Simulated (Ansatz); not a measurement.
# As₂H₃ (quartet): wave-function methods side by side, cc-pVDZ

The task here is to estimate one member of a computed series from the others.

The runs use Ansatz 0.2.0, Gaussian basis; cc-pVDZ, core rule «outside noble gas», up to 28 orbitals frozen.

Plan: UHF; CCSD(T) on ROHF; CCSD(T) on UHF; BCCD(T) on ROHF; CISD as a restricted active space (open shells left free, so some higher excitations enter); CCSDT(Q) on ROHF; CCSDT(Q) on UHF; CASSCF and NEVPT2, 13 electrons in 11 orbitals.

22 further runs of the same task are left out: 8 that didn't finish, 14 set aside as unsound or not needed. Runs told in other sessions of the task aren't counted.

## What is computed

The geometry is a PBE0/def2-TZVP stationary point (not a proven minimum) of the parent state, kept for this charge and spin. No spin-orbit coupling is included. The filled d shell of As may be among the frozen orbitals whatever the setting's name suggests.

5 atoms, charge 0, spin multiplicity 4.

Atoms are counted from 1 here; the program's logs count them from 0.

Bond lengths: As1–As2 2.421 Å, As1–H3 1.524 Å, As1–H4 1.522 Å, As2–H5 1.528 Å. Angles: As2–As1–H3 95.2°, As2–As1–H4 93.7°, H3–As1–H4 92.9°, As1–As2–H5 90.7°.

The first run:

Contents of in.yaml:

```yaml
crystal:
  periodic: [false, false, false]
  atoms:
    - {symbol: As, position_ang: [0.044935, 0.028439, 1.200164]}
    - {symbol: As, position_ang: [-0.020577, -0.040135, -1.219332]}
    - {symbol: H, position_ang: [-1.295538, 0.736132, 1.353769]}
    - {symbol: H, position_ang: [-0.578949, -1.351358, 1.353196]}
    - {symbol: H, position_ang: [0.063884, 1.484618, -1.282235]}
basis:
  gaussian: {orbitals: cc-pVDZ}
magnetization: {spin_polarized: true, initial_magnetization: 3}
hamiltonian: {xc: hf}
output: {orbitals: {seedname: orbitals}}
```

Command:

```sh
$ ansatz run in.yaml --threads 1 --pin off --events-out ev --progress --plain --max-ram 2393MiB
```

Among the steps run: UHF; CCSD(T) on ROHF; CCSD(T) on UHF; BCCD(T) on ROHF; CISD as a restricted active space (open shells left free, so some higher excitations enter); CCSDT(Q) on ROHF; CCSDT(Q) on UHF; CASSCF and NEVPT2, 13 electrons in 11 orbitals.

One of the session's tables, all rows but one given; the rest of the session is left out.

```
        method  from UCCSDT(Q) (kJ/mol)
          ROHF                   +643.3
           UHF                   +626.6
          RMP2                   +126.3
          UMP2                   +126.0
          CISD                    +75.4
         RCCSD                    +21.6
         UCCSD                    +20.2
      RCCSD(T)                     +5.0
      UCCSD(T)                     +4.0
       BCCD(T)                     +5.0
        RCCSDT                     +2.0
        UCCSDT                        ?
     RCCSDT(Q)                     +1.1
     UCCSDT(Q)                        0
CASSCF valence                   +488.1
NEVPT2 valence                   +115.4
```

**Question.** Estimate the row for UCCSDT.

As computed: from UCCSDT(Q) (kJ/mol): +0.9. In the column «from UCCSDT(Q) (kJ/mol)» it lies between UCCSDT(Q) (0) and RCCSDT(Q) (+1.1).

To keep in mind: Restricted and unrestricted rows rest on different reference determinants; a gap between their highest levels can come from leftover correlation error, from unlike frozen cores or from another state.
